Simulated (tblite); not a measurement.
## KRbBr$_{2}$: one setting at a time in tblite

Simulated with tblite 0.8.0. This is a test of settings. The cell was built from a prototype and was relaxed with r2SCAN in plane waves (Ansatz 0.2.0). It may be hypothetical. All runs are without spin polarisation.

It is trigonal, R-3m (No. 166); a = 4.778 Å, c = 23.465 Å in the conventional setting, 38.66 Å³ an atom. K has 6 Br at 3.33 Å; Rb has 6 Br at 3.44 Å; Br has 3 K at 3.33 Å and 3 Rb at 3.44 Å.

The base run uses GFN1-xTB on a cluster of 48 atoms.

```python
import json
from ase import Atoms
from ase.build import make_supercell
from ase.units import Bohr, GPa, Hartree
from tblite.interface import Calculator

atoms = Atoms(['K', 'Rb', 'Br', 'Br'],
              cell=[[2.389061, 1.379325, 7.821795], [-2.389061, 1.379325, 7.821795], [0.0, -2.75865, 7.821795]],
              scaled_positions=[[1.0, 0.0, 0.0], [0.5, 0.5, 0.5], [0.254225, 0.254225, 0.254225], [0.745775, 0.745775, 0.745775]],
              pbc=True)
cluster = make_supercell(atoms, [[2, -2, 0], [0, 2, -2], [1, 1, 1]])
calc = Calculator('GFN1-xTB', cluster.numbers, cluster.positions / Bohr, lattice=cluster.cell[:] / Bohr, periodic=cluster.pbc)
calc.set('temperature', 0.02 / Hartree)
calc.set('max-iter', 150)
res = calc.singlepoint()
levels = res.get('orbital-energies') * Hartree
nv = round(res.get('orbital-occupations').sum() / 2)
cells = len(cluster) // len(atoms)
out = {'energy_per_cell': res.get('energy') * Hartree / cells, 'homo': levels[nv - 1], 'lumo': levels[nv],
       'stress': (-res.get('virial') * Hartree / cluster.get_volume() / GPa).tolist(), 'charges': res.get('charges')[:len(atoms)].tolist(), 'electrons': 2 * nv / cells}
json.dump(out, open('results.json', 'w'))
for key, value in out.items():
    print(key, value)
```

Command: `python run.py`. It took 3.4 s on 1 thread of Arm Neoverse N1 (shared host), peak memory 0.11 GiB.

It converged with a gap of 0.39 eV and a pressure of -2.21 GPa (positive in compression). xTB was fitted to molecules, so gaps, charges and pressures of solids can be far off.

Each further run moved one setting: accuracy (scale of the thresholds); mixer-damping (damping of the charge mixer); temperature (electronic temperature in eV); charge (charge of the whole cluster); cluster (size of the cluster in conventional cells). Changes are from the base run, which isn't itself converged in every setting; energies of another Hamiltonian, functional, basis or charge aren't compared, and those at a high electronic temperature are mostly its entropy term.

```json
{"setting": "accuracy = 0.01", "how it ended": "converged", "gap change (eV)": "0.00", "energy change (meV/atom)": "0.0", "pressure change (GPa)": "0.00", "time (s)": "3.4"}
{"setting": "mixer-damping = 0.1", "how it ended": "converged", "gap change (eV)": "0.00", "energy change (meV/atom)": "0.0", "pressure change (GPa)": "0.00", "time (s)": "3.4"}
{"setting": "temperature = 0.001", "how it ended": "converged", "gap change (eV)": "0.00", "energy change (meV/atom)": "0.0", "pressure change (GPa)": "0.00", "time (s)": "3.3"}
{"setting": "charge = -2.0 (poor on purpose)", "how it ended": "converged", "gap change (eV)": "–", "energy change (meV/atom)": "–", "pressure change (GPa)": "–", "time (s)": "3.6"}
{"setting": "cluster = 1x1x1 (poor on purpose)", "how it ended": "converged", "gap change (eV)": "-0.28", "energy change (meV/atom)": "392.8", "pressure change (GPa)": "-0.18", "time (s)": "1.5"}
```

accuracy = 0.01 changes nothing that matters here. mixer-damping = 0.1 changes nothing that matters here. temperature = 0.001 changes nothing that matters here.

Spin-orbit coupling is left out.
